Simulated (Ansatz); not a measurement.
**CH₅BBrN: basis-set convergence**

The task here is to estimate one member of a computed series from the others.

Method: one geometry, several basis sets; program: Ansatz 0.2.0, Gaussian basis.

Plan: PBE0-D4/def2-SVP; ωB97M-V/def2-SVP; PBE0-D4/def2-QZVPP; ωB97M-V/def2-QZVPP; the functionals' def2-TZVPP values are taken from earlier runs.

**Structure used throughout**

An earlier PBE0-D4 in a triple-zeta def2 set relaxation fixed the geometry.

SMILES `CB(N)Br`, 9 atoms, charge 0, spin multiplicity 1.

Atoms are counted from 1 here; the program's logs count them from 0.

Bond lengths: C1–B2 1.561 Å, C1–H5 1.094 Å, C1–H6 1.093 Å, C1–H7 1.094 Å, B2–N3 1.386 Å, B2–Br4 1.953 Å, N3–H8 1.005 Å, N3–H9 1.006 Å. Angles: B2–C1–H5 110.5°, B2–C1–H6 113.0°, B2–C1–H7 110.5°, H5–C1–H6 108.2°, H5–C1–H7 106.1°, H6–C1–H7 108.3°, C1–B2–N3 124.4°, C1–B2–Br4 119.0°, N3–B2–Br4 116.7°, B2–N3–H8 123.3°, B2–N3–H9 122.1°, H8–N3–H9 114.6°.

As a file:

```xyz
9

C     0.22162    0.94988   -0.70088
B    -0.24668   -0.40822   -0.08937
N     0.07402   -0.84398    1.18702
Br   -1.35925   -1.59715   -1.16732
H     0.79910    0.77941   -1.61391
H     0.83453    1.53824   -0.01313
H    -0.64040    1.55517   -0.99514
H    -0.23648   -1.72273    1.56411
H     0.64195   -0.29703    1.81162
```

Set-up of the first run:

in.yaml

```yaml
crystal:
  periodic: [false, false, false]
  atoms:
    - {symbol: C, position_ang: [0.221617, 0.949879, -0.700877]}
    - {symbol: B, position_ang: [-0.246679, -0.408224, -0.089370]}
    - {symbol: N, position_ang: [0.074016, -0.843978, 1.187016]}
    - {symbol: Br, position_ang: [-1.359250, -1.597148, -1.167315]}
    - {symbol: H, position_ang: [0.799097, 0.779410, -1.613912]}
    - {symbol: H, position_ang: [0.834531, 1.538243, -0.013129]}
    - {symbol: H, position_ang: [-0.640397, 1.555171, -0.995144]}
    - {symbol: H, position_ang: [-0.236483, -1.722726, 1.564110]}
    - {symbol: H, position_ang: [0.641948, -0.297026, 1.811620]}
basis:
  gaussian: {orbitals: def2-SVP}
hamiltonian: {xc: pbe0, dispersion: d4}
output: {orbitals: {seedname: orbitals}}
```

Launch:

```
$ ansatz run in.yaml --threads 4 --pin off --events-out ev --progress --plain --max-ram 10444MiB
```

Among the steps run: PBE0-D4 in def2-SVP; ωB97M-V in def2-SVP; PBE0-D4 in def2-QZVPP; ωB97M-V in def2-QZVPP.

One of the session's tables, all rows but one given; the rest of the session is left out.

```
functional       basis  HOMO (eV)  LUMO (eV)
   PBE0-D4    def2-SVP      -7.67       0.79
   PBE0-D4  def2-TZVPP      -7.88       0.51
   PBE0-D4  def2-QZVPP      -7.90       0.40
   ωB97M-V    def2-SVP          ?          ?
   ωB97M-V  def2-TZVPP     -10.13       1.93
   ωB97M-V  def2-QZVPP     -10.15       1.50
```

**Question.** Estimate the row for ωB97M-V, def2-SVP.

The run gave: HOMO (eV): -9.90; LUMO (eV): 2.91. In the column «HOMO (eV)» it lies between ωB97M-V, def2-TZVPP (-10.13) and PBE0-D4, def2-QZVPP (-7.90).
